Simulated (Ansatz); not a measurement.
# CH₇GeNSi: one species, many methods

The task here is to estimate one member of a computed series from the others.

Computed with Ansatz 0.2.0, Gaussian basis. Level: functionals in def2-TZVPP, the program's frozen cores in correlated methods.

The runs, in order: PBE-D4, r2SCAN-D4, PBE0-D4, B3LYP-D4, ωB97X-V, ωB97M-V, B2PLYP; CCSD(T)/def2-TZVPP; MP2/def2-QZVPP; extrapolation to the limit.

## Structure used throughout

An earlier PBE0-D4 in a triple-zeta def2 set relaxation fixed the geometry.

SMILES `N[CH]1[SiH2][GeH2]1`, 11 atoms, charge 0, spin multiplicity 1.

Atoms are counted from 1 here; the program's logs count them from 0.

Bond lengths: N1–C2 1.444 Å, N1–H5 1.012 Å, N1–H6 1.013 Å, C2–Si3 1.899 Å, C2–Ge4 2.020 Å, C2–H7 1.095 Å, Si3–Ge4 2.296 Å, Si3–H8 1.484 Å, Si3–H9 1.481 Å, Ge4–H10 1.527 Å, Ge4–H11 1.531 Å. Angles: C2–N1–H5 111.9°, C2–N1–H6 111.8°, H5–N1–H6 108.3°, N1–C2–Si3 115.1°, N1–C2–Ge4 114.0°, N1–C2–H7 118.3°, Si3–C2–Ge4 71.6°, Si3–C2–H7 115.6°, Ge4–C2–H7 113.4°, C2–Si3–Ge4 56.6°, C2–Si3–H8 116.9°, C2–Si3–H9 115.9°, Ge4–Si3–H8 120.3°, Ge4–Si3–H9 121.5°, H8–Si3–H9 113.4°, C2–Ge4–Si3 51.7°, C2–Ge4–H10 113.7°, C2–Ge4–H11 115.4° and more.

Set-up of the first run:

in.yaml

```yaml
crystal:
  periodic: [false, false, false]
  atoms:
    - {symbol: N, position_ang: [-1.361106, 0.878288, -0.257370]}
    - {symbol: C, position_ang: [0.046634, 0.641637, -0.042671]}
    - {symbol: Si, position_ang: [0.453059, -0.643850, 1.294860]}
    - {symbol: Ge, position_ang: [0.749673, -1.020766, -0.950656]}
    - {symbol: H, position_ang: [-1.540331, 1.297692, -1.160641]}
    - {symbol: H, position_ang: [-1.754734, 1.479897, 0.455726]}
    - {symbol: H, position_ang: [0.732179, 1.493596, -0.103671]}
    - {symbol: H, position_ang: [1.618554, -0.358703, 2.167464]}
    - {symbol: H, position_ang: [-0.706287, -1.202077, 2.027476]}
    - {symbol: H, position_ang: [-0.294240, -1.745550, -1.797122]}
    - {symbol: H, position_ang: [2.122099, -0.877164, -1.612795]}
basis:
  gaussian: {orbitals: def2-TZVPP}
hamiltonian: {xc: pbe, dispersion: d4}
output: {forces: true, orbitals: {seedname: orbitals}}
```

The run is started by

```bash
$ ansatz run in.yaml --threads 4 --pin off --events-out ev --progress --plain --max-ram 10444MiB
```

Steps of the session up to this table: PBE-D4 (GGA); r2SCAN-D4 (meta-GGA); PBE0-D4 (hybrid); B3LYP-D4 (hybrid); ωB97X-V (range-separated); ωB97M-V (range-separated); B2PLYP (double hybrid); CCSD(T) in def2-TZVPP; MP2 in def2-QZVPP.

One table of the session follows, with a row left open; its other results are not shown here.

It belongs to the step «Atomisation energies». 

```
            method  atomisation energy (kcal/mol)
            PBE-D4                          829.5
         r2SCAN-D4                          819.4
           PBE0-D4                          817.6
          B3LYP-D4                          817.9
           ωB97X-V                          825.6
           ωB97M-V                          819.0
            B2PLYP                          806.8
     HF/def2-TZVPP                          567.6
    MP2/def2-TZVPP                              ?
   CCSD/def2-TZVPP                          785.5
CCSD(T)/def2-TZVPP                          798.2
           MP2/CBS                          823.1
       CCSD(T)/CBS                          821.4
```

**Question.** Estimate the row for MP2/def2-TZVPP.

The run gave: atomisation energy (kcal/mol): 799.9. In the column «atomisation energy (kcal/mol)» it lies between CCSD(T)/def2-TZVPP (798.2) and B2PLYP (806.8).
